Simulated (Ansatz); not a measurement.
# C2H3FGeO, SMILES FC1=[C]([GeH3])O1: a ladder of methods at one geometry

With the Ansatz DFT code, driven from Python.

Notebook, run cell by cell (the value of a cell's last expression is shown):

In [1]:
```python
from pathlib import Path

import ansatz as az
import numpy as np

BASIS = "def2-SVP"

geometry_ang = [
    ("F", [-0.0873, -1.0634, 2.7807]),
    ("C", [0.5021, -0.7821, 1.5994]),
    ("C", [0.4608, -0.2868, 0.3236]),
    ("Ge", [-0.3764, 0.566, -1.1048]),
    ("O", [1.6408, -0.8715, 0.8117]),
    ("H", [-1.5286, 1.5221, -0.5227]),
    ("H", [0.5738, 1.3698, -1.9618]),
    ("H", [-1.0931, -0.5112, -1.982]),
]
geometry = az.Crystal.molecule()
for symbol, xyz in geometry_ang:
    geometry = geometry.atom(symbol, xyz)

setup = geometry.calculation().basis(gaussian=BASIS)

print("functional    E (Ha)        dipole (D)   HOMO (eV)  LUMO (eV)")
for name in ["r2scan", "blyp", "pbe", "cam_b3lyp", "lc_wpbe", "lda"]:
    r = setup.functional(name).forces().orbitals().run(threads=1, runs_dir="runs").report
    lines = Path(r["orbitals_path"]).read_text().splitlines()
    field_of = lambda key: [line.split("=")[1].strip() for line in lines if line.startswith(key)]
    orbitals = [(27.211386 * float(e), s, float(n)) for e, s, n in zip(field_of("Ene="), field_of("Spin="), field_of("Occup="))]
    homo = max(e for e, _, n in orbitals if n > 0.5)
    lumo = min(e for e, _, n in orbitals if n < 0.5)
    dipole = 4.803205 * np.linalg.norm(r["charge_distribution"]["dipole_moment_e_ang"])
    print(f"{name:10s} {r['free_energy_ev'] / 27.211386246:14.6f} {dipole:9.3f} {homo:11.3f} {lumo:10.3f}")
```
```text
functional    E (Ha)        dipole (D)   HOMO (eV)  LUMO (eV)
r2scan       -2329.284127     1.109      -4.161     -2.020
blyp         -2329.426555     1.024      -3.694     -1.957
pbe          -2328.843025     1.046      -3.853     -2.118
cam_b3lyp    -2329.440675     1.246      -6.626      0.000
lc_wpbe      -2328.989551     1.266      -7.978      1.131
lda          -2324.383901     1.179      -3.992     -2.342
```

Caveats:
- The settings weren't tested for convergence.
- The geometry is a force-field or estimated start, not a minimum of this method, and the basis set is short of its limit. A lower total doesn't mark the better method: functionals have no common bound, and MP2 and coupled cluster aren't variational.
- Levels such as HOMO and LUMO are orbital energies: with these approximate functionals they aren't the ionisation energy and electron affinity, and their gap isn't the fundamental gap.
- Timing: 25 s on 1 thread of Arm Neoverse V1, on a shared host, peak memory 0.32 GiB.
